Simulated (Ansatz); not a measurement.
Runs of Ansatz 0.2.0 on GaGe. Symmetry: F-43m, No. 216, cubic system. The conventional cell has a = 5.796 Å, b = 5.796 Å, c = 5.796 Å, α = 90.00°, β = 90.00°, γ = 90.00°. Around Ge (site symmetry -43m) lie 4 Ga at 2.51 Å. Around Ga (site symmetry -43m) lie 4 Ge at 2.51 Å. The cell comes from a database or a generator and needn't be the stable form of this composition.

```csv
task,level,cell,k mesh,smearing,points for each segment of the path,mesh quality,gap on the mesh (eV),pressure (GPa),V0 of scaled cells (Å³/atom),relaxed volume (Å³/atom),B0 (GPa)
equation of state,HSE06,as given,6 × 6 × 6,fermi-dirac 0.05 eV,-,not flagged,-,-,23.79,-,(b)
single point,PBE,as given,8 × 8 × 8,gaussian 0.025 eV,-,not flagged,none,0.2,-,-,-
relaxation of cell and atoms,PBE,relaxed,8 × 8 × 8,fermi-dirac 0.05 eV,-,not flagged,none,0.0,-,24.45,-
relaxation of cell and atoms,PBEsol+D3(BJ),relaxed,8 × 8 × 8,fermi-dirac 0.05 eV,-,not flagged,none,0.0,-,(a),-
equation of state,PBE0,as given,4 × 4 × 4,fermi-dirac 0.05 eV,-,coarse,-,-,23.46,-,60
relaxation of cell and atoms,RPBE,relaxed,8 × 8 × 8,fermi-dirac 0.05 eV,-,not flagged,none,0.0,-,25.29,-
single point,PBE,as given,8 × 8 × 8,gaussian 0.015 eV,-,not flagged,none,0.2,-,-,-
band structure,HSE06,as given,6 × 6 × 6,fermi-dirac 0.05 eV,4,not flagged,none,-,-,-,-
```

Alike in all rows: potentials or basis Ansatz PAW; no spin polarisation; cutoff (eV) 420.

Fill in the values left out.

(a) 22.51; (b) 56.

Caveats: some runs use coarse meshes; the PAW data sets come from PBE, with cores solved anew for the run's functional, which leaves a small shift of forces and pressure (some runs); the plane-wave basis is chosen anew once the cell has moved, so the energies of steps on either side of that aren't comparable (some runs); pairwise dispersion overbinds metals, which lowers pressure and volume (some runs); the potentials were made for another functional, which shifts forces and pressure (some runs).

A k mesh can miss the band edges, and the runs leave out spin-orbit coupling on Ga, Ge.

A gap of «none» marks a metal or a gap under the smearing width.

Not every run made on this cell is shown here.
